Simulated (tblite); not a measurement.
# C4H10FGeN: the cost of one run

Computed with tblite 0.8.0 and PySCF 2.14.0, with density-fitted response routines of our own, on a single molecule in the gas phase. Atoms count from 0, in the outputs and in this text.

## (1) The starting structure

17 atoms, charge 0, multiplicity 1; geometry from: force field or distance geometry start.

Bonds of the start (Å): C0–C1 1.33, C1–C2 1.51, C2–N3 1.45, N3–Ge4 1.86, Ge4–C5 1.94, Ge4–F6 1.77, C0–H7 1.08, C0–H8 1.09, C1–H9 1.09, C2–H10 1.10, C2–H11 1.12, N3–H12 1.06, Ge4–H13 1.55, C5–H14 1.12, C5–H15 1.12, C5–H16 1.11.

## (2) Geometry optimisation with GFN2-xTB

Job settings and geometry (Å):

```
{"job": {"kind": "relax", "xc": "GFN2-xTB", "basis": "xTB"}, "charge": 0, "multiplicity": 1}
C     -3.095000     0.012100     0.426700
C     -2.023800     0.711500     0.777200
C     -0.709200     0.562400     0.052500
N     -0.197000    -0.784000     0.199400
Ge     1.355300    -0.985000    -0.813700
C      2.744400     0.204900    -0.166800
F      1.008500    -0.608700    -2.505700
H     -3.065800    -0.673000    -0.403800
H     -4.028500     0.137900     0.973600
H     -2.086800     1.398600     1.625300
H      0.002800     1.305100     0.453100
H     -0.896400     0.787600    -1.024700
H      0.085400    -0.915700     1.216400
H      1.859600    -2.447400    -0.717800
H      2.433900     1.268700    -0.305800
H      2.917200     0.014100     0.927100
H      3.688500     0.023000    -0.723000
```

Command:

```
$ OMP_NUM_THREADS=1 python probes_run.py task.json out
```

The driver reads the jobs from task.json and runs them one after another.

**Question.** How long does this first job take on 1 thread of Arm Neoverse N1, shared host?

About 2.4 s.
